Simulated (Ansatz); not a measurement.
# BCl2HSe: a ladder of functionals and wavefunction methods

An exercise on one series of results from a longer session: the logs are not shown, and one member is left open.

The runs use Ansatz 0.2.0, Gaussian basis; functionals in def2-TZVPP, the program's frozen cores in correlated methods.

Levels to be run: LDA (SPW92), PBE-D4, revPBE-D4, BLYP-D4, r2SCAN-D4, B97M-V, PBE0-D4, B3LYP-D4, r2SCANh-D4, r2SCAN0-D4, HSE06-D4, BHLYP-D4, CAM-B3LYP-D4, LC-ωPBE, ωB97X-V, ωB97M-V, B2PLYP, PBE-QIDH; CCSD(T)/def2-SVP; CCSD(T)/def2-TZVPP; MP2/def2-QZVPP; extrapolation to the limit; RPA on PBE.

### Structure used throughout

An earlier PBE0-D4 in a triple-zeta def2 set relaxation fixed the geometry.

SMILES `ClB(Cl)[SeH]`, 5 atoms, charge 0, spin multiplicity 1.

Atoms are counted from 1 here; the program's logs count them from 0.

Bond lengths: Cl1–B2 1.744 Å, B2–Cl3 1.746 Å, B2–Se4 1.927 Å, Se4–H5 1.468 Å. Angles: Cl1–B2–Cl3 119.8°, Cl1–B2–Se4 122.8°, Cl3–B2–Se4 117.4°, B2–Se4–H5 95.0°.

Set-up of the first run:

in.yaml

```yaml
crystal:
  periodic: [false, false, false]
  atoms:
    - {symbol: Cl, position_ang: [0.365343, 0.131397, 1.782024]}
    - {symbol: B, position_ang: [0.312310, -0.421321, 0.129206]}
    - {symbol: Cl, position_ang: [1.157626, -1.879497, -0.325025]}
    - {symbol: Se, position_ang: [-0.651406, 0.512124, -1.253685]}
    - {symbol: H, position_ang: [-1.134074, 1.583696, -0.373918]}
basis:
  gaussian: {orbitals: def2-TZVPP}
hamiltonian: {xc: lda}
output: {orbitals: {seedname: orbitals}}
```

Among the steps run: LDA; PBE-D4 (GGA); revPBE-D4 (GGA); BLYP-D4 (GGA); r2SCAN-D4 (meta-GGA); B97M-V (meta-GGA); PBE0-D4 (hybrid); B3LYP-D4 (hybrid); r2SCANh-D4 (hybrid); r2SCAN0-D4 (hybrid); HSE06-D4 (hybrid); BHLYP-D4 (hybrid); CAM-B3LYP-D4 (range-separated); LC-ωPBE-D4 (range-separated; the results give it without D4); ωB97X-V (range-separated); ωB97M-V (range-separated); B2PLYP (double hybrid); PBE-QIDH (double hybrid).

One of the session's tables, all rows but one given; the rest of the session is left out.

It belongs to the step «Frontier levels by functional». 

| functional | HOMO (eV) | LUMO (eV) | gap (eV) |
| --- | --- | --- | --- |
| LDA (SPW92) | ? | ? | ? |
| PBE-D4 | -6.69 | -2.31 | 4.38 |
| revPBE-D4 | -6.63 | -2.21 | 4.42 |
| BLYP-D4 | -6.50 | -2.12 | 4.39 |
| r2SCAN-D4 | -6.98 | -2.07 | 4.91 |
| B97M-V | -7.00 | -1.93 | 5.08 |
| PBE0-D4 | -7.82 | -1.44 | 6.38 |
| B3LYP-D4 | -7.57 | -1.59 | 5.98 |
| r2SCANh-D4 | -7.40 | -1.76 | 5.64 |
| r2SCAN0-D4 | -8.02 | -1.30 | 6.72 |
| HSE06-D4 | -7.43 | -1.82 | 5.61 |
| BHLYP-D4 | -8.79 | -0.36 | 8.43 |
| CAM-B3LYP-D4 | -9.07 | -0.30 | 8.78 |
| LC-ωPBE | -10.44 | 0.74 | 11.18 |
| ωB97X-V | -10.08 | 0.73 | 10.81 |
| ωB97M-V | -9.93 | 0.62 | 10.55 |

Q: Estimate the row for LDA (SPW92) from the others.

The run gave: HOMO (eV): -6.85; LUMO (eV): -2.55; gap (eV): 4.30. In the column «HOMO (eV)» it lies between r2SCAN-D4 (-6.98) and PBE-D4 (-6.69).
